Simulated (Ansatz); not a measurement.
# La: the cost of one run

Program: Ansatz 0.2.0. Level of theory: DFT r2SCAN, scalar-relativistic, plane waves, PAW. These are calculated values, not measurements.

**1. The system as given**

Symmetry: P6_3/mmc, No. 194, hexagonal system. The conventional cell has a = 3.770 Å, b = 3.770 Å, c = 12.130 Å, α = 90.00°, β = 90.00°, γ = 120.00°. La (site symmetry -3m) has 12 La at 3.73 to 3.77 Å as nearest neighbours. Around La (site symmetry -6m2) lie 12 La at 3.73 to 3.77 Å.

Coordinates:

```xyz
4
Lattice="3.7700 0.0000 0.0000 -1.8850 3.2649 0.0000 0.0000 0.0000 12.1300" Properties=species:S:1:pos:R:3 pbc="T T T"
La    0.0000    0.0000    0.0000
La    0.0000    0.0000    6.0650
La    0.0000    2.1766    3.0325
La    1.8850    1.0883    9.0975
```

(A quick probe on a coarse mesh, which set the mesh and smearing, is not shown.)

**3. Relaxing cell and atoms**

Input file input.yaml:

```yaml
crystal:
  lattice:
    - [3.7699997916, 0.0, 0.0]
    - [-1.8849998958, 3.2649155918, 0.0]
    - [0.0, 0.0, 12.1299993295]
  atoms:
    - { symbol: La, position: [0.0, 0.0, 0.0] }
    - { symbol: La, position: [0.0, 0.0, 0.5] }
    - { symbol: La, position: [0.3333333333, 0.6666666667, 0.25] }
    - { symbol: La, position: [0.6666666667, 0.3333333333, 0.75] }
basis:
  ecutwfc: 500
kpoints:
  mp_grid: { grid: [15, 15, 4] }
hamiltonian:
  xc: r2scan
scf:
  occupations: { method: gaussian, width: 0.1 }
output:
  forces: true
  stress: true
  eigenvalues: true
  write_density: true
  write_potential: true
  elf: true
  volumetric_format: npy
relax:
  adjacent_minimum: "off"
  f_tol: 0.005
  max_steps: 80
  cell: { stress_tol: 0.05 }
```

On the command line:

```console
$ ansatz run input.yaml --threads 4 --pin off --max-ram 10240MiB --backend cpu --events-out ev --progress --plain --runs-dir out
```

What time and memory should one allow on 4 threads of Intel Xeon 6975P-C (Granite Rapids), shared host?

About 23 s, with a peak of 1.1 GiB.
